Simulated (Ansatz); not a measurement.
Runs of Ansatz 0.2.0 on Hf2Pd2Se2Br2O3. Symmetry: Cm, No. 8, monoclinic system. Conventional cell: a = 15.354 Å, b = 3.419 Å, c = 13.208 Å, α = 90.00°, β = 107.63°, γ = 90.00°. Hf (site symmetry m) has 3 O at 1.97 to 2.13 Å as nearest neighbours. Hf (site symmetry m) is surrounded by 3 O at 1.87 to 2.09 Å. Pd (site symmetry m) is surrounded by 2 O at 2.23 Å and 2 Se at 2.41 Å. Pd (site symmetry m) is surrounded by 4 Se at 2.42 to 2.60 Å. Around Se (site symmetry m) lie 2 Pd at 2.42 Å and 1 Hf at 2.76 Å. Se (site symmetry m) has 4 Pd at 2.41 to 2.60 Å as nearest neighbours. Br (site symmetry m) has 3 Hf at 2.82 to 3.06 Å and 3 O at 3.21 to 3.22 Å as nearest neighbours. Around Br (site symmetry m) lie 2 Hf at 2.73 Å. The cell was built by a generator and needn't be a form met in nature.

| task | level | U | cell | k mesh | cutoff (eV) | hubbard projectors | double counting | points for each segment of the path | mesh quality | gap on the mesh (eV) | pressure (GPa) | largest force (eV/Å) |
| --- | --- | --- | --- | --- | --- | --- | --- | --- | --- | --- | --- | --- |
| projected density of states | PBE+U | Hf d U = 2 eV, Pd d U = 2 eV | as given | 8 × 8 × 2 | 420 | ortho-atomic (the default) | fll (the default) | - | not flagged | 1.06 | 0.6 | 0.18 |
| relaxation of cell and atoms | revPBE | - | relaxed | 6 × 6 × 2 | 420 | - | - | - | not flagged | (a) | 0.0 | - |
| band structure | revPBE | - | as given | 8 × 8 × 2 | 420 | - | - | 10 | not flagged | (d) | 1.2 | 0.18 |
| single point | r2SCAN0 | - | as given | 4 × 4 × 1 | 500 | - | - | - | coarse | 2.61 | -2.4 | 0.93 |
| projected density of states | PBE+U | Hf d U = 6 eV, Pd d U = 6 eV | as given | 8 × 8 × 2 | 420 | ortho-atomic (the default) | fll (the default) | - | not flagged | 1.27 | 2.1 | 0.56 |
| projected density of states | PBE+U | Hf d U = 8 eV, Pd d U = 8 eV | as given | 8 × 8 × 2 | 420 | ortho-atomic (the default) | fll (the default) | - | not flagged | (c) | 3.0 | 0.76 |
| projected density of states | PBE+U | Hf d U = 4 eV, Pd d U = 4 eV | as given | 8 × 8 × 2 | 420 | ortho-atomic (the default) | fll (the default) | - | not flagged | 1.20 | (b) | 0.37 |

Alike in all rows: potentials or basis Ansatz PAW; no spin polarisation; smearing fermi-dirac 0.05 eV.

Q: Estimate the missing entries.

A: (a) 0.71; (b) 1.3; (c) 1.29; (d) 0.85.

Caveats: some runs use coarse meshes; spin-orbit coupling is left out, which moves the levels of the heavy elements; the PAW data sets come from PBE, with cores solved anew for the run's functional, which leaves a small shift of forces and pressure (some runs); the plane-wave basis is chosen anew once the cell has moved, so the energies of steps on either side of that aren't comparable (some runs); the k mesh misses the band edges, so the gap on the mesh is wider than the one along the path (some runs); the thresholds are loose for stress (some runs).

A k mesh can miss the band edges, and the runs leave out spin-orbit coupling on Br, Hf, Pd, Se.
